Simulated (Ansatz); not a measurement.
Crystal: TaVN2.

```xyz
4
Lattice="3.0499 0.0000 0.0000 0.0000 3.0499 0.0000 0.0000 0.0000 4.2961" Properties=species:S:1:pos:R:3 pbc="T T T"
Ta    0.0000    0.0000    0.0000
V     1.5249    1.5249    2.1480
N     1.5249    1.5249    0.0000
N     0.0000    0.0000    2.1480
```

The cell comes from a database or a generator and needn't be the stable form of this composition.

Base run:

```yaml
Program: Ansatz 0.2.0
Functional: PBEsol
Potentials_or_basis: Ansatz PAW
Cutoff: "420 eV (not typed: the program's choice for these potentials)"
k_mesh: 7 × 7 × 5
Occupations: fermi-dirac, width 0.05 eV
Spin: collinear spin, ferromagnetic start
Starting_moments: "[0.0, 2.5, 0.0, 0.0] μB"
Fixed_moment: 2.5 μB
```

Its results: pressure -3.8 GPa; site moments Ta +0.13; V +1.60; N +0.08, +0.07 μB.

Problem. After a change of settings the same cell gave: pressure -10.5 GPa; site moments Ta -0.03; V +0.82; N +0.02 μB. Which change was it?
A. fixed moment from 2.5 μB to 4 μB; moments at the start from [0.0, 2.5, 0.0, 0.0] to [0.0, 4.0, 0.0, 0.0]
B. fixed moment from 2.5 μB to 2 μB; moments at the start from [0.0, 2.5, 0.0, 0.0] to [0.0, 2.0, 0.0, 0.0]
C. fixed moment from 2.5 μB to 1 μB; moments at the start from [0.0, 2.5, 0.0, 0.0] to [0.0, 1.0, 0.0, 0.0]
D. fixed moment from 2.5 μB to 3 μB; moments at the start from [0.0, 2.5, 0.0, 0.0] to [0.0, 3.0, 0.0, 0.0]

Solution. C.

Caveats: the total moment is fixed, so each spin has its own Fermi level; the PAW data sets come from PBE, with cores solved anew for the run's functional, which leaves a small shift of forces and pressure; the thresholds are loose for stress.

Runs at the PBE level aren't shown here.
